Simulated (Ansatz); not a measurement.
# ZrAl3N4: the cost of one run

Program: Ansatz 0.2.0. Level of theory: DFT PBE, scalar-relativistic, plane waves, PAW. These are calculated values, not measurements.

## Step 1: The system as given

The structure is tetragonal, space group P4/mmm (No. 123). The conventional cell has a = 3.335 Å, b = 3.335 Å, c = 9.433 Å, α = 90.00°, β = 90.00°, γ = 90.00°. Zr (site symmetry 4/mmm) has 6 N at 2.36 Å as nearest neighbours. Around Al (site symmetry 4mm) lie 6 N at 2.36 Å. Al (site symmetry 4/mmm) is surrounded by 6 N at 2.36 Å. Around N (site symmetry 4mm) lie 5 Al at 2.36 Å and 1 Zr at 2.36 Å. N (site symmetry 4/mmm) is surrounded by 6 Al at 2.36 Å. Around N (site symmetry 4/mmm) lie 4 Zr at 2.36 Å and 2 Al at 2.36 Å.

As a file:

```cif
data_structure
_symmetry_space_group_name_H-M 'P4/mmm'
_symmetry_Int_Tables_number 123
_cell_length_a 3.3350
_cell_length_b 3.3350
_cell_length_c 9.4327
_cell_angle_alpha 90.000
_cell_angle_beta 90.000
_cell_angle_gamma 90.000
_cell_volume 104.91
loop_
_atom_site_label
_atom_site_type_symbol
_atom_site_symmetry_multiplicity
_atom_site_Wyckoff_symbol
_atom_site_fract_x
_atom_site_fract_y
_atom_site_fract_z
_atom_site_occupancy
Zr1 Zr 1 a 0.00000 0.00000 0.00000 1
Al1 Al 2 h 0.50000 0.50000 0.25000 1
Al2 Al 1 b 0.00000 0.00000 0.50000 1
N1 N 2 g 0.00000 0.00000 0.25000 1
N2 N 1 d 0.50000 0.50000 0.50000 1
N3 N 1 c 0.50000 0.50000 0.00000 1
```

The start is an ordering of an alloy on its end members' structure types: elements ordered on the sites of the AlN type, Zr/Al on Al (P4/mmm, No. 123).

## Step 2: A first look at the guess

input.yaml

```yaml
crystal:
  lattice:
    - [3.33497846, 0.0, 0.0]
    - [0.0, 3.33497846, 0.0]
    - [0.0, 0.0, 9.43274354]
  atoms:
    - { symbol: Zr, position: [0.0, 0.0, 0.0] }
    - { symbol: Al, position: [0.5, 0.5, 0.25] }
    - { symbol: Al, position: [0.0, 0.0, 0.5] }
    - { symbol: Al, position: [0.5, 0.5, 0.75] }
    - { symbol: "N", position: [0.0, 0.0, 0.25] }
    - { symbol: "N", position: [0.5, 0.5, 0.5] }
    - { symbol: "N", position: [0.0, 0.0, 0.75] }
    - { symbol: "N", position: [0.5, 0.5, 0.0] }
basis:
  ecutwfc: 420
kpoints:
  mp_grid: { grid: [6, 6, 2] }
hamiltonian:
  xc: pbe
scf:
  occupations: { method: gaussian, width: 0.1 }
  lower_state_search: "off"
output:
  forces: true
  stress: true
  eigenvalues: true
```

Run with:

```
$ ansatz run input.yaml --threads 1 --pin off --max-ram 2560MiB --backend cpu --events-out ev --progress --plain --runs-dir out
```

Q: Estimate wall time and peak memory on 1 thread of Intel Xeon 6975P-C (Granite Rapids), shared host.

About 1.9 s, with a peak of 0.39 GiB.
